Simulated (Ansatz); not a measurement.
# CH6AlNSi: small, medium and large basis sets

One table from this session's results is given with a row withheld; the runs are named, their logs left out.

Computed with Ansatz 0.2.0, Gaussian basis. Level: one geometry, several basis sets.

Levels to be run: PBE0-D4/def2-SVP; ωB97M-V/def2-SVP; PBE0-D4/def2-QZVPP; ωB97M-V/def2-QZVPP; the functionals' def2-TZVPP values are taken from earlier runs.

## Structure used throughout

The geometry comes from an earlier relaxation with PBE0-D4 in a triple-zeta def2 set; it is a stationary point, not always the lowest conformer.

10 atoms, charge 0, spin multiplicity 1.

Atoms are counted from 1 here; the program's logs count them from 0.

Bond lengths: C1–N2 1.486 Å, C1–Al4 1.958 Å, C1–H5 1.090 Å, C1–H6 1.091 Å, N2–Si3 1.795 Å, N2–H7 1.011 Å, Si3–Al4 2.348 Å, Si3–H8 1.495 Å, Si3–H9 1.490 Å, Al4–H10 1.583 Å. Angles: N2–C1–Al4 72.5°, N2–C1–H5 114.6°, N2–C1–H6 110.7°, Al4–C1–H5 126.6°, Al4–C1–H6 115.4°, H5–C1–H6 110.6°, C1–N2–Si3 113.4°, C1–N2–H7 117.4°, Si3–N2–H7 125.4°, N2–Si3–Al4 58.2°, N2–Si3–H8 113.2°, N2–Si3–H9 106.1°, Al4–Si3–H8 129.4°, Al4–Si3–H9 123.2°, H8–Si3–H9 107.3° and more.

The first run:

File in.yaml:

```yaml
crystal:
  periodic: [false, false, false]
  atoms:
    - {symbol: C, position_ang: [-0.806236, 0.780551, -0.670115]}
    - {symbol: N, position_ang: [0.118547, 0.515567, 0.462846]}
    - {symbol: Si, position_ang: [0.263711, -1.226710, 0.871146]}
    - {symbol: Al, position_ang: [0.582323, -0.438131, -1.317499]}
    - {symbol: H, position_ang: [-1.848590, 0.531848, -0.471560]}
    - {symbol: H, position_ang: [-0.716298, 1.814202, -1.007129]}
    - {symbol: H, position_ang: [0.319262, 1.283012, 1.089832]}
    - {symbol: H, position_ang: [-0.967113, -1.788058, 1.507317]}
    - {symbol: H, position_ang: [1.364444, -1.327098, 1.869898]}
    - {symbol: H, position_ang: [1.773051, -0.196283, -2.331636]}
basis:
  gaussian: {orbitals: def2-SVP}
hamiltonian: {xc: pbe0, dispersion: d4}
output: {orbitals: {seedname: orbitals}}
```

Started as:

```bash
ansatz run in.yaml --threads 2 --pin off --events-out ev --progress --plain --max-ram 4352MiB
```

Steps of the session up to this table: PBE0-D4 in def2-SVP; ωB97M-V in def2-SVP; PBE0-D4 in def2-QZVPP; ωB97M-V in def2-QZVPP.

One of the session's tables, all rows but one given; the rest of the session is left out.

| functional | basis | HOMO (eV) |
| --- | --- | --- |
| PBE0-D4 | def2-SVP | -6.54 |
| PBE0-D4 | def2-TZVPP | ? |
| PBE0-D4 | def2-QZVPP | -6.56 |
| ωB97M-V | def2-SVP | -8.54 |
| ωB97M-V | def2-TZVPP | -8.57 |
| ωB97M-V | def2-QZVPP | -8.59 |

Q: Estimate the row for PBE0-D4, def2-TZVPP from the others.

As computed: HOMO (eV): -6.55. In the column «HOMO (eV)» it lies between PBE0-D4, def2-QZVPP (-6.56) and PBE0-D4, def2-SVP (-6.54).
